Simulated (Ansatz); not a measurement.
# FH4O4Ta: up Jacob's ladder to CCSD(T)

An exercise on one series of results from a longer session: the logs are not shown, and one member is left open.

The runs use Ansatz 0.2.0, Gaussian basis; functionals in def2-TZVPP, the program's frozen cores in correlated methods.

Plan: LDA (SPW92), PBE-D4, revPBE-D4, BLYP-D4, r2SCAN-D4, B97M-V, PBE0-D4, B3LYP-D4, r2SCANh-D4, r2SCAN0-D4, HSE06-D4, BHLYP-D4, CAM-B3LYP-D4, LC-ωPBE, ωB97X-V, ωB97M-V, B2PLYP, PBE-QIDH; CCSD(T)/def2-SVP; CCSD(T)/def2-TZVPP; MP2/def2-QZVPP; extrapolation to the limit; RPA on PBE.

## Structure used throughout

An earlier PBE0-D4 in a triple-zeta def2 set relaxation fixed the geometry. Ta takes the def2 core potential; no spin-orbit term is included.

SMILES `[OH][Ta]([OH])([OH])([OH])[F]`, 10 atoms, charge 0, spin multiplicity 1.

Atoms are counted from 1 here; the program's logs count them from 0.

Bond lengths: O1–Ta2 1.903 Å, O1–H7 0.958 Å, Ta2–O3 1.910 Å, Ta2–O4 1.930 Å, Ta2–O5 1.903 Å, Ta2–F6 1.900 Å, O3–H8 0.956 Å, O4–H9 0.961 Å, O5–H10 0.958 Å. Angles: Ta2–O1–H7 125.5°, O1–Ta2–O3 93.9°, O1–Ta2–O4 121.9°, O1–Ta2–O5 116.2°, O1–Ta2–F6 91.4°, O3–Ta2–O4 84.9°, O3–Ta2–O5 93.9°, O3–Ta2–F6 170.0°, O4–Ta2–O5 121.9°, O4–Ta2–F6 85.1°, O5–Ta2–F6 91.4°, Ta2–O3–H8 136.5°, Ta2–O4–H9 116.9°, Ta2–O5–H10 125.4°.

Set-up of the first run:

Contents of in.yaml:

```yaml
crystal:
  periodic: [false, false, false]
  atoms:
    - {symbol: O, position_ang: [-1.476331, -0.563127, -1.195864]}
    - {symbol: Ta, position_ang: [-0.185573, 0.244741, -0.055310]}
    - {symbol: O, position_ang: [1.016666, -1.236081, -0.149401]}
    - {symbol: O, position_ang: [-0.162663, -0.078551, 1.847630]}
    - {symbol: O, position_ang: [1.029817, 1.451544, -0.883704]}
    - {symbol: F, position_ang: [-1.377916, 1.662640, 0.365539]}
    - {symbol: H, position_ang: [-1.397355, -1.427975, -1.600283]}
    - {symbol: H, position_ang: [1.424251, -1.838324, 0.470483]}
    - {symbol: H, position_ang: [-0.698208, 0.503346, 2.393260]}
    - {symbol: H, position_ang: [1.910410, 1.230387, -1.189350]}
basis:
  gaussian: {orbitals: def2-TZVPP}
hamiltonian: {xc: lda}
output: {orbitals: {seedname: orbitals}}
```

Command:

```sh
ansatz run in.yaml --threads 2 --pin off --events-out ev --progress --plain --max-ram 32768MiB --backend cpu
```

Steps of the session up to this table: LDA; PBE-D4 (GGA); revPBE-D4 (GGA); BLYP-D4 (GGA); r2SCAN-D4 (meta-GGA); B97M-V (meta-GGA); PBE0-D4 (hybrid); B3LYP-D4 (hybrid); r2SCANh-D4 (hybrid); r2SCAN0-D4 (hybrid); HSE06-D4 (hybrid); BHLYP-D4 (hybrid); CAM-B3LYP-D4 (range-separated); LC-ωPBE (range-separated); ωB97X-V (range-separated); ωB97M-V (range-separated); B2PLYP (double hybrid); PBE-QIDH (double hybrid).

One of the session's tables, all rows but one given; the rest of the session is left out.

It belongs to the step «Orbital energies across the functionals». 

```
  functional  HOMO (eV)  gap (eV)
 LDA (SPW92)      -7.63      5.35
      PBE-D4      -7.40      5.37
   revPBE-D4      -7.32      5.39
     BLYP-D4      -7.31      5.36
   r2SCAN-D4      -7.81      5.95
      B97M-V      -7.88      6.04
     PBE0-D4      -9.11      7.94
    B3LYP-D4      -8.84      7.41
  r2SCANh-D4          ?         ?
  r2SCAN0-D4      -9.40      8.36
    HSE06-D4      -8.70      7.15
    BHLYP-D4     -10.77     10.59
CAM-B3LYP-D4     -10.61     10.56
     LC-ωPBE     -11.96     13.19
     ωB97X-V     -11.60     12.71
     ωB97M-V     -11.53     12.55
```

Estimate the missing values for r2SCANh-D4.

Worked estimate for «HOMO (eV)». Against the share of exact exchange, r2SCAN-D4 (0, -7.81), r2SCAN0-D4 (0.25, -9.40) give a slope of -6.36 per unit share; at 0.1 the line stands at -8.45.

The run gave: HOMO (eV): -8.44; gap (eV): 6.90. In «HOMO (eV)» the line misses by -0.01.
